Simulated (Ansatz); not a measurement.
This script makes a check of PAW against all-electron LAPW of AlNi, space group Cmmm with the Ansatz DFT code, driven from Python.

Script `paw_lapw_alni.py`:
```python
# -*- coding: utf-8 -*-
'''Checking the PAW result for AlNi with LAPW.'''

import ansatz as az
import numpy as np


def count_gap(report):
    # lowest empty less highest filled band, counting bands; zero where they overlap
    return max(report.get('gap_by_band_count_ev') or 0.0, 0.0)


def main():
    lattice = az.Lattice.of(
        (1.938694, -1.95319, 0.0),
        (1.938694, 1.95319, 0.0),
        (0.0, 0.0, 3.09943),
    )
    sites = [
        ('Al', (0.0, 0.0, 0.0)),
        ('Ni', (0.5, 0.5, 0.5)),
    ]
    structure = az.Crystal(lattice=lattice)
    for symbol, position in sites:
        structure = structure.atom(symbol, position)
    structure = structure.moments(Ni=1.5)

    job = (
        structure.calculation()
        .functional('pbesol')
        .kpoints(12, 12, 11, center='gamma')
        .occupations('Fermi-Dirac', width=0.05)
        .spin(az.SpinTreatment.COLLINEAR)
        .stress()
        .forces()
        .band_table()
    )
    variants = {
        'PAW': job.pseudopotentials('paw'),
        'LAPW': job.pseudopotentials('all_electron', lapw=True),
    }
    # totals differ by the cores that each treatment holds, so compare what does not depend on them
    rows = []
    for label, variant in variants.items():
        r = variant.run(threads=1).report
        levels = np.array(r['eigenvalues_ev'][0]) - r['fermi_energy_ev']
        print(label, 'levels at the first k-point near E_F:', np.round(levels[np.abs(levels) < 5], 3))
        rows.append((label, r['n_electrons'], np.trace(r['stress_gpa']) / 3, count_gap(r), r['magnetization_mub']))
    for row in rows:
        print('; '.join(f'{name} = {round(v, 4) if isinstance(v, float) else v}' for name, v in zip(['treatment', 'electrons in bands', 'P GPa', 'gap by band count eV', 'moment muB'], row)))


if __name__ == '__main__':
    main()
```

How well do the two treatments of the cores agree on the pressure?

PAW gives 0.393 GPa and LAPW 0.333 GPa, 0.06 GPa apart. They took 12.7 and 98.4 s of processor time.

The output:

```console
$ python paw_lapw_alni.py
DeckWarning: basis.ecutwfc = 420 eV, auto-derived from the records' recommended cutoffs: set by Al (normal level)
RunWarning: the starting moments were not kept: the SCF closed with an absolute magnetisation of 7.4e-7 μB, where they sum to 1.5 μB in size (1 site). That is at most 0.1 of that sum. Measured as dr2_m measures the in/out step, that magnetisation stands 6.3e-13 eV from none, at or under the dr2_threshold of 1.0e-7 eV: [...]
PAW levels at the first k-point near E_F: [-3.423 -3.275 -1.637 -1.617 -1.318  2.927]
LAPW levels at the first k-point near E_F: [-3.42  -3.274 -1.635 -1.615 -1.319  2.918]
treatment = PAW; electrons in bands = 21.0; P GPa = 0.3926; gap by band count eV = 0.0; moment muB = 0.0
treatment = LAPW; electrons in bands = 29.0; P GPa = 0.3332; gap by band count eV = 0.0; moment muB = 0.0
```
(Warnings from the package without file and line, shortened, repeats left out.)

What to keep in mind:
- The SCF didn't keep the moments it started from (some shrank, vanished or turned); what is printed is the state reached.
- The computed bands are complete only to about 5.5 eV above the Fermi level.
- Within a few hundredths of an angstrom the cell has the higher group P4/mmm; the lower one is a small distortion.
- A gap by band count of zero or less means overlapping bands, a metal.
- This cell is a computed structure, which may not be the phase found in nature.
- Gaps and levels are Kohn-Sham values on a finite set of k-points.
- Pressure is positive in compression; the treatments may keep other shells as core, so totals and counts of electrons can differ.
- It ran for 110 s on 1 thread of Arm Neoverse V2, on a shared host, peak memory 1.2 GiB.
